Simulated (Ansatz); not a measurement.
# GdSi2: the cost of one run

Program: Ansatz 0.2.0. Level of theory: DFT LDA, with the methods named in each step. These are calculated values, not measurements.

### Step 1. The structure to begin with

Symmetry: P6/mmm, No. 191, hexagonal system. Conventional cell: a = 4.059 Å, b = 4.059 Å, c = 4.071 Å, α = 90.00°, β = 90.00°, γ = 120.00°. Around Gd (site symmetry 6/mmm) lie 12 Si at 3.10 Å. Si (site symmetry -6m2) is surrounded by 3 Si at 2.34 Å and 6 Gd at 3.10 Å.

Coordinates:

```
Gd Si
1.0
     4.05931    0.00000    0.00000
    -2.02965    3.51546    0.00000
     0.00000    0.00000    4.07150
Gd Si
1 2
Cartesian
  0.0000 0.0000 0.0000
  2.0297 1.1718 2.0357
  0.0000 2.3436 2.0357
```

Atoms are numbered in the order of the input: Gd1, Si2, Si3.

### Step 2. Free moments, LAPW

Input file input.yaml:

```yaml
crystal:
  lattice:
    - [4.0593057695, 0.0, 0.0]
    - [-2.0296528848, 3.5154619181, 0.0]
    - [0.0, 0.0, 4.07149625]
  atoms:
    - { symbol: Gd, position: [0.0, 0.0, 0.0], spin: 6.8 }
    - { symbol: Si, position: [0.6666666667, 0.3333333333, 0.5] }
    - { symbol: Si, position: [0.3333333333, 0.6666666667, 0.5] }
magnetization:
  spin_polarized: true
kpoints:
  mp_grid: { grid: [8, 8, 7] }
scf:
  occupations: { method: fermi_dirac, width: 0.05 }
hamiltonian:
  xc: lda
  pseudopotentials: { kind: all_electron, lapw: { basis_error: 0.001 } }
output:
  forces: true
  stress: true
  eigenvalues: false
  populations: true
  dos: { projected: true, de: 0.1, e_range: [-8, 5] }
```

On the command line:

```
$ ansatz run input.yaml --threads 2 --pin off --max-ram 6144MiB --backend cpu --events-out ev --progress --plain --runs-dir out
```

**Question.** How long does this run take on 2 threads of Intel Xeon 6975P-C (Granite Rapids), shared host, and how much memory does it need?

About 11 s, with a peak of 0.53 GiB.
